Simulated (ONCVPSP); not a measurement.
# Pseudopotential generation for Ti: ONCV, LDA (Perdew-Wang 92)

Do these settings give a usable potential? It is generated, then checked for transferability, scattering, ghosts and hardness.

The numbers are computed with ONCVPSP 4.0.1 (LDA (Perdew-Wang 92), scalar-relativistic, spin-unpolarised reference atom).

### 1 Starting point

The settings as typed:

```json
{
 "element": "titanium (Ti, Z = 22)",
 "type": "optimised norm-conserving Vanderbilt (ONCV)",
 "frozen core": "[Ne] 3s2",
 "valence charge": "10",
 "reference configuration": "3p6 3d2 4s2",
 "partial waves": "4s: rc 2.15 bohr, ncon 3, nbas 7, qcut 2.9 1/bohr, 1 projector; 3p: rc 0.95 bohr, ncon 5, nbas 9, qcut 8.9 1/bohr, 3 projectors, debl 1.1 Ha; 3d: rc 2.05 bohr, ncon 5, nbas 10, qcut 8.7 1/bohr, 2 projectors, debl 1.5 Ha",
 "local potential": "polynomial inside 0.70 bohr (lpopt 3, dvloc0 3 Ha)",
 "core correction": "not asked for"
}
```

The outer shells as boxes (Hund's rule for the drawing; the calculation is spin-unpolarised):

```
[Ne] core
3s [↑↓]
3p [↑↓][↑↓][↑↓]
3d [↑ ][↑ ][  ][  ][  ]
4s [↑↓]
```

The nodes and maxima of the atom's own shells, from an earlier all-electron run, set the scale for the radii.

All-electron outer shells of the reference configuration (LDA (PZ), scalar-relativistic, ld1.x):

```csv
shell,level (eV),outermost node (bohr),outermost maximum (bohr)
3s,-62.26,0.40,0.87
3p,-38.78,0.37,0.90
4s,-4.60,1.25,2.88
3d,-4.46,–,0.97
4p,-1.54,1.39,3.80
```

### 2 Generation

Input file Ti.dat:

```
# ATOM AND REFERENCE CONFIGURATION
# atsym  z   nc   nv     iexc    psfile
  Ti 22.00    4    3  -001012      upf
#
#   n    l    f
    1    0    2.00
    2    0    2.00
    2    1    6.00
    3    0    2.00
    3    1    6.00
    3    2    2.00
    4    0    2.00
#
# PSEUDOPOTENTIAL AND OPTIMIZATION
# lmax
    2
#
#   l,   rc,      ep,       ncon, nbas, qcut
    0    2.15    0.00    3    7    2.90
    1    0.95    0.00    5    9    8.90
    2    2.05    0.00    5   10    8.70
#
# LOCAL POTENTIAL
# lloc, lpopt,  rc(5),   dvloc0
    4    3    0.70    3.00
#
# VANDERBILT-KLEINMAN-BYLANDER PROJECTORs
# l, nproj, debl
    0    1    0.80
    1    3    1.10
    2    2    1.50
#
# MODEL CORE CHARGE
# icmod, fcfact, rcfact
    0    0.00    0.00
#
# LOG DERIVATIVE ANALYSIS
# epsh1, epsh2, depsh
   -3.00    5.00    0.02
#
# OUTPUT GRID
# rlmax, drl
    6.00    0.01
#
# TEST CONFIGURATIONS
# ncnf
    4
# nvcnf
#   n    l    f
    3
    3    1    6.00
    3    2    2.00
    4    0    1.00
#
    3
    3    1    6.00
    3    2    2.00
    4    0    0.00
#
    3
    3    1    6.00
    3    2    1.00
    4    0    0.00
#
    3
    3    1    6.00
    3    2    2.50
    4    0    1.50
#
```

Launch:

```console
$ oncvpsp.x < Ti.dat > Ti.out
```

What does the calculation give? Wanted: cutoffs for 1 and 0.1 mHa per electron, occupied waves; bound ghosts; GHOST(+) flags; largest test error; largest phase difference near zero energy, channels read; projector energies reset by the program.

The runs gave:

```
                                                quantity                                       value
  cutoffs for 1 and 0.1 mHa per electron, occupied waves                             37 Ha and 83 Ha
                                            bound ghosts            s at -199.81 eV, p at -348.19 eV
                                          GHOST(+) flags                                p at 3519 eV
                            largest test error (AE − PS)  -12 meV, for 3p6 3d2 4s0 (1 test unsolved)
largest phase difference near zero energy, channels read                                   0.096 rad
                 projector energies reset by the program                  p: -1.426, 0.250, 1.350 Ha
```

What this shows: A bound ghost (s, p) makes it unfit for use: electrons can fall into a state that the atom doesn't have. By total energies transferability is good where solved: the largest error is 12 meV on 21.3 eV, for 3p6 3d2 4s0. Atomic tests can pass in spite of a ghost, since they solve only for the levels asked. Of the tests 1 gave no usable energy difference, which is a warning in itself. It counts as hard, with 37 Ha needed at the looser tolerance. At the looser tolerance the 3p wave is the slowest; 3d needs 27 Ha. Of the channels read, s scatters worst near zero energy, by up to 0.10 rad. The program also flags highly localised states, GHOST(+) (p).
